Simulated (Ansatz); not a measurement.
# V3Au: structure and electronic properties

One table from this session's results is given with a row withheld; the runs are named, their logs left out.

Computed with Ansatz 0.2.0 (DFT PBEsol, scalar-relativistic, plane waves, PAW, unless a step's input says otherwise).

## The structure to begin with

It takes space group Pm-3m (No. 221, cubic). Conventional cell: a = 3.964 Å, b = 3.964 Å, c = 3.964 Å, α = 90.00°, β = 90.00°, γ = 90.00°. V (site symmetry 4/mmm) is surrounded by 8 V at 2.80 Å and 4 Au at 2.80 Å. Au (site symmetry m-3m) has 12 V at 2.80 Å as nearest neighbours.

Structure file:

```cif
data_structure
_symmetry_space_group_name_H-M 'P 1'
_symmetry_Int_Tables_number 1
_cell_length_a 3.9640
_cell_length_b 3.9640
_cell_length_c 3.9640
_cell_angle_alpha 90.000
_cell_angle_beta 90.000
_cell_angle_gamma 90.000
_cell_volume 62.29
loop_
_atom_site_label
_atom_site_type_symbol
_atom_site_fract_x
_atom_site_fract_y
_atom_site_fract_z
_atom_site_occupancy
V1 V 0.00000 0.50000 0.50000 1
V2 V 0.50000 0.00000 0.50000 1
V3 V 0.50000 0.50000 0.00000 1
Au1 Au 0.00000 0.00000 0.00000 1
```

Source of the structure: the Crystallography Open Database.

Set-up of the first run:

(A quick probe on a coarse mesh, which set the mesh and smearing, is not shown.)

Input file input.yaml:

```yaml
crystal:
  lattice:
    - [3.964, 0.0, 0.0]
    - [0.0, 3.964, 0.0]
    - [0.0, 0.0, 3.964]
  atoms:
    - { symbol: V, position: [0.0, 0.5, 0.5], spin: 0.45 }
    - { symbol: V, position: [0.5, 0.0, 0.5], spin: 0.45 }
    - { symbol: V, position: [0.5, 0.5, 0.0], spin: 0.45 }
    - { symbol: Au, position: [0.0, 0.0, 0.0] }
basis:
  ecutwfc: 420
kpoints:
  mp_grid: { grid: [6, 6, 6] }
hamiltonian:
  xc: pbesol
scf:
  occupations: { method: gaussian, width: 0.1 }
output:
  forces: true
  stress: true
  eigenvalues: true
  populations: true
magnetization:
  spin_polarized: true
relax:
  adjacent_minimum: "off"
  f_tol: 0.05
  max_steps: 80
  cell: { stress_tol: 0.5 }
```

Run with:

```sh
> ansatz run input.yaml --threads 1 --pin off --max-ram 2560MiB --backend cpu --events-out ev --progress --plain --runs-dir out
```

Among the steps run: A loose first relaxation; Relaxing cell and atoms; Bands, states and charges; Volume × 0.97; Point at V/V0 = 1.03; The cell scaled to 0.94 of its volume; Point at V/V0 = 1.06.

One of the session's tables, all rows but one given; the rest of the session is left out.

It belongs to the step «Fit of the equation of state». 

| volume (Å³/atom) | energy above the lowest point (meV/atom) | pressure (GPa) |
| --- | --- | --- |
| 13.109 | 35.9 | 14.68 |
| 13.527 | ? | ? |
| 13.945 | 0.0 | 0.03 |
| 14.364 | 7.8 | -5.69 |
| 14.782 | 29.3 | -10.55 |

Estimate the missing values for volume (Å³/atom) = 13.527.

Worked estimate for «energy above the lowest point (meV/atom)». A straight line through the neighbours (13.109, 35.9) and (13.945, 0.0) gives 35.9 + (0.0 − 35.9) × (13.527 − 13.109) / (13.945 − 13.109) = 18.0; a parabola fitted to 3 rows on both sides gives 9.4.

The run gave: energy above the lowest point (meV/atom): 8.4; pressure (GPa): 6.76. In «energy above the lowest point (meV/atom)» the line misses by +9.6 and the parabola by +1.0.

Limits of these values: Warnings in the runs' records: seeded moment not kept.
